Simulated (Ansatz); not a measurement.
I need a scan of the energy under strain of VOs, space group Pm-3m. Use the Ansatz DFT code, driven from Python. Settings (first run): PBEsol, PAW, cutoff 420 eV, 11×11×11 k-points, Fermi-Dirac smearing of 0.15 eV, collinear spin.

```
CELL_PARAMETERS angstrom
3.01657 0.00000 0.00000
0.00000 3.01657 0.00000
0.00000 0.00000 3.01657
ATOMIC_POSITIONS crystal
V 0.00000 0.00000 0.00000
Os 0.50000 0.50000 0.50000
```

The script, `strain_vos.py`:
```python
'''A uniaxial strain scan of VOs.'''

import ansatz as az
import numpy as np

VECTORS = np.array([
    [3.01657, 0.0, 0.0],
    [0.0, 3.01657, 0.0],
    [0.0, 0.0, 3.01657],
])
SITES = [
    ('V', (0.0, 0.0, 0.0), 1.5),
    ('Os', (0.5, 0.5, 0.5), 0.0),
]


def on_lattice(cell):
    crystal = az.Crystal(lattice=az.Lattice.of(cell))
    for symbol, position, moment in SITES:
        crystal = crystal.atom(symbol, position, moment=moment or None)
    return crystal


def main() -> None:
    # clamped ions: the fractional positions stay as typed
    values = np.linspace(-0.03, 0.03, 7)
    energies = []
    for d in values:
        strain = np.diag([0, 0, d])
        cell = VECTORS @ (np.eye(3) + strain)
        base = on_lattice(cell).calculation()
        base = base.functional('PBEsol')
        base = base.pseudopotentials('paw')
        base = base.basis(420).occupations('fermi_dirac', width=0.15)
        base = base.spin(az.SpinTreatment.COLLINEAR)
        base = base.kpoints(11, 11, 11)
        rep = base.run(threads=1, backend='cpu').report
        energies.append(rep['free_energy_ev'] / len(SITES))
        print(f'd = {d:+.4f}  F = {energies[-1]:.5f} eV/atom')
    energies = np.array(energies)

    for value, e in zip(values, energies):
        print(f'strain {value:7.3f}   E - Emin = {1000 * (e - energies.min()):9.3f} meV/atom')
    np.savetxt('strain.csv', np.column_stack([values, energies]), fmt='%.6f', delimiter=',', header='strain,energy_eV_per_atom')
    curvature = 2 * np.polyfit(values, energies, 3)[1]
    volume = abs(np.linalg.det(VECTORS)) / len(SITES)
    print(f'd2E/dd2 over the volume: {curvature / volume * 160.21766:.1f} GPa')


if __name__ == '__main__':
    main()
```

Output of `python strain_vos.py`:
```text
RunWarning: the starting moments were not kept: the SCF closed with an absolute magnetisation of 3.7e-6 μB, where they sum to 1.5 μB in size (1 site). That is at most 0.1 of that sum. Measured as dr2_m measures the in/out step, that magnetisation stands [...]
d = -0.0300  F = -7068.43420 eV/atom
d = -0.0200  F = -7068.43676 eV/atom
d = -0.0100  F = -7068.43544 eV/atom
d = +0.0000  F = -7068.43054 eV/atom
d = +0.0100  F = -7068.42234 eV/atom
d = +0.0200  F = -7068.41116 eV/atom
d = +0.0300  F = -7068.39731 eV/atom
strain  -0.030   E - Emin =     2.560 meV/atom
strain  -0.020   E - Emin =     0.000 meV/atom
strain  -0.010   E - Emin =     1.321 meV/atom
strain   0.000   E - Emin =     6.224 meV/atom
strain   0.010   E - Emin =    14.420 meV/atom
strain   0.020   E - Emin =    25.596 meV/atom
strain   0.030   E - Emin =    39.448 meV/atom
d2E/dd2 over the volume: 383.3 GPa
```
(Warnings from the package without file and line, shortened, repeats left out.)

`strain.csv`, as written:
```csv
# strain,energy_eV_per_atom
-0.030000,-7068.434200
-0.020000,-7068.436760
-0.010000,-7068.435439
0.000000,-7068.430536
0.010000,-7068.422340
0.020000,-7068.411164
0.030000,-7068.397311
```

Against the unstrained cell the energy per atom changes by -3.66 meV at one end of the scan and +33.22 meV at the other, and its second derivative over the volume is 383.3 GPa.

Total energies depend on the potentials; only differences at equal settings carry meaning. The SCF didn't keep the moments it started from (some shrank, vanished or turned); what is printed is the state reached. The smearing is wide enough that free energy and stress hold a thermal part of the electrons. The curvature belongs to this strain pattern and to the cell's stress; it equals a single elastic constant only for simple patterns. In a metal a curvature from energy changes of a few meV or less hangs on mesh and smearing, in size and even in sign. Spin-orbit coupling, which matters for elements this heavy, is left out. The structure comes from a database of computed cells and needn't be a stable or known phase. The ions keep their fractional positions (clamped ions). The whole script took 2.6 min on 1 thread of Arm Neoverse V2, with other jobs on the host, peak memory 0.48 GiB.
